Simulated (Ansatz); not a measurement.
# C3H7AlO: one species, many methods

How much do the methods differ for C3H7AlO? The plan is to run it at one geometry with functionals of several rungs and with coupled cluster. The yardstick is the atomisation energy at the CCSD(T) limit.

Program: Ansatz 0.2.0, Gaussian basis. Level of theory: functionals in def2-TZVPP, the program's frozen cores in correlated methods. These are calculated values, not measurements.

Plan: PBE-D4, r2SCAN-D4, PBE0-D4, B3LYP-D4, ωB97X-V, ωB97M-V, B2PLYP; CCSD(T)/def2-TZVPP; MP2/def2-QZVPP; extrapolation to the limit.

### 1 Structure used throughout

All runs share one geometry, relaxed beforehand with PBE0-D4 in a triple-zeta def2 set.

12 atoms, charge 0, spin multiplicity 1.

Atoms are counted from 1 here; the program's logs count them from 0.

Bond lengths: O1–C2 1.546 Å, O1–Al5 1.989 Å, O1–H6 0.963 Å, C2–C3 1.520 Å, C2–Al5 1.935 Å, C2–H7 1.086 Å, C3–C4 1.561 Å, C3–H8 1.094 Å, C3–H9 1.097 Å, C4–Al5 1.962 Å, C4–H10 1.090 Å, C4–H11 1.092 Å, Al5–H12 1.587 Å. Angles: C2–O1–Al5 65.0°, C2–O1–H6 107.3°, Al5–O1–H6 110.0°, O1–C2–C3 102.0°, O1–C2–Al5 68.7°, O1–C2–H7 109.2°, C3–C2–Al5 88.7°, C3–C2–H7 118.4°, Al5–C2–H7 152.0°, C2–C3–C4 106.2°, C2–C3–H8 107.1°, C2–C3–H9 112.6°, C4–C3–H8 110.6°, C4–C3–H9 112.5°, H8–C3–H9 107.7°, C3–C4–Al5 86.5°, C3–C4–H10 112.1°, C3–C4–H11 113.1° and more.

Geometry (Å):

```xyz
12

O    -1.3364    0.8386    0.1827
C    -0.0680    0.4897    0.9945
C     0.2135   -0.9347    0.5451
C     0.5551   -0.8528   -0.9759
Al    0.3810    1.0925   -0.7884
H    -1.6602    1.6855    0.5077
H    -0.2576    0.6706    2.0481
H     1.0778   -1.2864    1.1157
H    -0.6227   -1.6148    0.7520
H     1.5274   -1.2905   -1.2022
H    -0.1876   -1.3426   -1.6083
H     0.4544    2.4897   -1.5370
```

### 2 PBE-D4 (GGA)

in.yaml reads:

```yaml
crystal:
  periodic: [false, false, false]
  atoms:
    - {symbol: O, position_ang: [-1.336370, 0.838575, 0.182719]}
    - {symbol: C, position_ang: [-0.068014, 0.489652, 0.994542]}
    - {symbol: C, position_ang: [0.213494, -0.934735, 0.545099]}
    - {symbol: C, position_ang: [0.555149, -0.852798, -0.975901]}
    - {symbol: Al, position_ang: [0.381014, 1.092473, -0.788368]}
    - {symbol: H, position_ang: [-1.660196, 1.685525, 0.507660]}
    - {symbol: H, position_ang: [-0.257569, 0.670599, 2.048091]}
    - {symbol: H, position_ang: [1.077833, -1.286388, 1.115697]}
    - {symbol: H, position_ang: [-0.622675, -1.614779, 0.751970]}
    - {symbol: H, position_ang: [1.527408, -1.290459, -1.202223]}
    - {symbol: H, position_ang: [-0.187591, -1.342559, -1.608336]}
    - {symbol: H, position_ang: [0.454418, 2.489698, -1.537047]}
basis:
  gaussian: {orbitals: def2-TZVPP}
hamiltonian: {xc: pbe, dispersion: d4}
output: {forces: true, orbitals: {seedname: orbitals}}
```

Run with:

```
$ ansatz run in.yaml --threads 4 --pin off --events-out ev --progress --plain --max-ram 10444MiB
```

After this run come: r2SCAN-D4 (meta-GGA); PBE0-D4 (hybrid); B3LYP-D4 (hybrid); ωB97X-V (range-separated); ωB97M-V (range-separated); B2PLYP (double hybrid); CCSD(T) in def2-TZVPP; MP2 in def2-QZVPP.

**Question.** What will the summary of the whole plan be? Wanted: atomisation energy, CCSD(T)/CBS; farthest; mean size of error, hybrid; mean size of error, range-separated; gap, smallest and largest; T1 diagnostic; triples share of the correlation energy.

**Answer**, as computed:

| quantity | value |
| --- | --- |
| atomisation energy, CCSD(T)/CBS | 4457.6 kJ/mol |
| functionals within 22.3 kJ/mol (0.5 %) | r2SCAN-D4, PBE0-D4, B3LYP-D4, ωB97X-V, ωB97M-V |
| farthest | PBE-D4 (+89.8 kJ/mol) |
| mean size of error, hybrid | 16.3 kJ/mol |
| mean size of error, range-separated | 12.0 kJ/mol |
| gap, smallest and largest | 4.30 eV (PBE-D4), 10.55 eV (ωB97X-V) |
| T1 diagnostic | 0.0118 |
| triples share of the correlation energy | 4.0 % |

In words: PBE-D4 is off by +89.8 kJ/mol. Double hybrids carry the basis error of their MP2 part in triple zeta, and no dispersion term here, so their miss is partly the set-up's. Misses under about 22.3 kJ/mol are within the doubt on the reference itself, which lacks core-valence correlation, relativity and higher excitations. Hartree-Fock recovers 72 % of the binding; the rest is correlation. Orbital gaps span 4.3 to 10.5 eV; exact exchange widens them.
